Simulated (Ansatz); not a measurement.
# C7H18FN2Ta: a ladder of functionals and wavefunction methods

An exercise on one series of results from a longer session: the logs are not shown, and one member is left open.

Method: functionals in def2-TZVPP, the program's frozen cores in correlated methods; program: Ansatz 0.2.0, Gaussian basis.

Plan: LDA (SPW92), PBE-D4, revPBE-D4, BLYP-D4, r2SCAN-D4, B97M-V, PBE0-D4, B3LYP-D4, r2SCANh-D4, r2SCAN0-D4, HSE06-D4, BHLYP-D4, CAM-B3LYP-D4, LC-ωPBE, ωB97X-V, ωB97M-V, B2PLYP, PBE-QIDH; CCSD(T)/def2-SVP; CCSD(T)/def2-TZVPP; MP2/def2-QZVPP; extrapolation to the limit; RPA on PBE.

**The geometry**

The geometry comes from an earlier relaxation with PBE0-D4 in a triple-zeta def2 set; it is a stationary point, not always the lowest conformer. Ta takes the def2 core potential; no spin-orbit term is included.

SMILES `C[N](C)[Ta]([CH3])([F])=[N]C(C)(C)C`, 29 atoms, charge 0, spin multiplicity 1.

Atoms are counted from 1 here; the program's logs count them from 0.

Bond lengths: C1–N2 1.445 Å, C1–H12 1.089 Å, C1–H13 1.098 Å, C1–H14 1.099 Å, N2–C3 1.454 Å, N2–Ta4 1.976 Å, C3–H15 1.097 Å, C3–H16 1.097 Å, C3–H17 1.097 Å, Ta4–C5 2.174 Å, Ta4–F6 1.908 Å, Ta4–N7 1.769 Å, C5–H18 1.096 Å, C5–H19 1.097 Å, C5–H20 1.093 Å, N7–C8 1.433 Å, C8–C9 1.528 Å, C8–C10 1.529 Å and more. Angles: N2–C1–H12 110.0°, N2–C1–H13 110.9°, N2–C1–H14 111.1°, H12–C1–H13 108.6°, H12–C1–H14 108.7°, H13–C1–H14 107.5°, C1–N2–C3 111.9°, C1–N2–Ta4 131.3°, C3–N2–Ta4 116.8°, N2–C3–H15 111.2°, N2–C3–H16 111.4°, N2–C3–H17 111.3°, H15–C3–H16 108.2°, H15–C3–H17 107.3°, H16–C3–H17 107.3°, N2–Ta4–C5 105.8°, N2–Ta4–F6 115.1°, N2–Ta4–N7 105.6° and more.

The first run:

Input file in.yaml:

```yaml
crystal:
  periodic: [false, false, false]
  atoms:
    - {symbol: C, position_ang: [-1.023294, -0.877171, -2.392137]}
    - {symbol: N, position_ang: [-0.934089, 0.520064, -2.032901]}
    - {symbol: C, position_ang: [-1.482161, 1.381783, -3.068010]}
    - {symbol: Ta, position_ang: [-0.168353, 1.412989, -0.445461]}
    - {symbol: C, position_ang: [-1.865871, 2.148706, 0.696480]}
    - {symbol: F, position_ang: [1.017142, 2.859865, -0.822360]}
    - {symbol: N, position_ang: [0.504731, 0.116535, 0.552000]}
    - {symbol: C, position_ang: [1.166343, -0.834245, 1.396126]}
    - {symbol: C, position_ang: [1.782599, -0.104731, 2.589384]}
    - {symbol: C, position_ang: [0.143515, -1.858675, 1.886828]}
    - {symbol: C, position_ang: [2.262652, -1.535750, 0.594690]}
    - {symbol: H, position_ang: [-0.596413, -1.493251, -1.602762]}
    - {symbol: H, position_ang: [-2.069125, -1.176618, -2.542125]}
    - {symbol: H, position_ang: [-0.484489, -1.080032, -3.327683]}
    - {symbol: H, position_ang: [-2.548213, 1.178471, -3.229563]}
    - {symbol: H, position_ang: [-0.957690, 1.244006, -4.022039]}
    - {symbol: H, position_ang: [-1.390228, 2.440603, -2.795613]}
    - {symbol: H, position_ang: [-1.526834, 2.611185, 1.630479]}
    - {symbol: H, position_ang: [-2.422133, 2.906144, 0.129671]}
    - {symbol: H, position_ang: [-2.560247, 1.347489, 0.962052]}
    - {symbol: H, position_ang: [2.291294, -0.808546, 3.253664]}
    - {symbol: H, position_ang: [2.508411, 0.636381, 2.247985]}
    - {symbol: H, position_ang: [1.007163, 0.410623, 3.160210]}
    - {symbol: H, position_ang: [-0.652736, -1.361381, 2.444357]}
    - {symbol: H, position_ang: [0.616092, -2.598217, 2.538898]}
    - {symbol: H, position_ang: [-0.307973, -2.382391, 1.041236]}
    - {symbol: H, position_ang: [2.994192, -0.809321, 0.234729]}
    - {symbol: H, position_ang: [2.780988, -2.274383, 1.211966]}
    - {symbol: H, position_ang: [1.834926, -2.048332, -0.269903]}
basis:
  gaussian: {orbitals: def2-TZVPP}
hamiltonian: {xc: lda}
output: {orbitals: {seedname: orbitals}}
```

Among the steps run: LDA; PBE-D4 (GGA); revPBE-D4 (GGA); BLYP-D4 (GGA); r2SCAN-D4 (meta-GGA); B97M-V (meta-GGA); PBE0-D4 (hybrid); B3LYP-D4 (hybrid); r2SCANh-D4 (hybrid); r2SCAN0-D4 (hybrid); HSE06-D4 (hybrid); BHLYP-D4 (hybrid); CAM-B3LYP-D4 (range-separated); LC-ωPBE (range-separated); ωB97X-V (range-separated); ωB97M-V (range-separated); B2PLYP (double hybrid); PBE-QIDH (double hybrid).

One table of the session follows, with a row left open; its other results are not shown here.

It belongs to the step «Frontier levels by functional». 

```
  functional  HOMO (eV)  gap (eV)
 LDA (SPW92)      -5.68      4.17
      PBE-D4      -5.51      4.25
   revPBE-D4      -5.44      4.28
     BLYP-D4      -5.39      4.23
   r2SCAN-D4      -5.73      4.67
      B97M-V      -5.86      4.73
     PBE0-D4      -6.77      6.39
    B3LYP-D4      -6.56      5.93
  r2SCANh-D4      -6.21      5.47
  r2SCAN0-D4      -6.93      6.67
    HSE06-D4      -6.37      5.61
    BHLYP-D4      -7.94      8.53
CAM-B3LYP-D4      -8.13      8.83
     LC-ωPBE      -9.45     11.38
     ωB97X-V          ?         ?
     ωB97M-V      -9.07     10.47
```

**Question.** Estimate the row for ωB97X-V.

The run gave: HOMO (eV): -9.13; gap (eV): 10.89. In the column «HOMO (eV)» it lies between LC-ωPBE (-9.45) and ωB97M-V (-9.07).
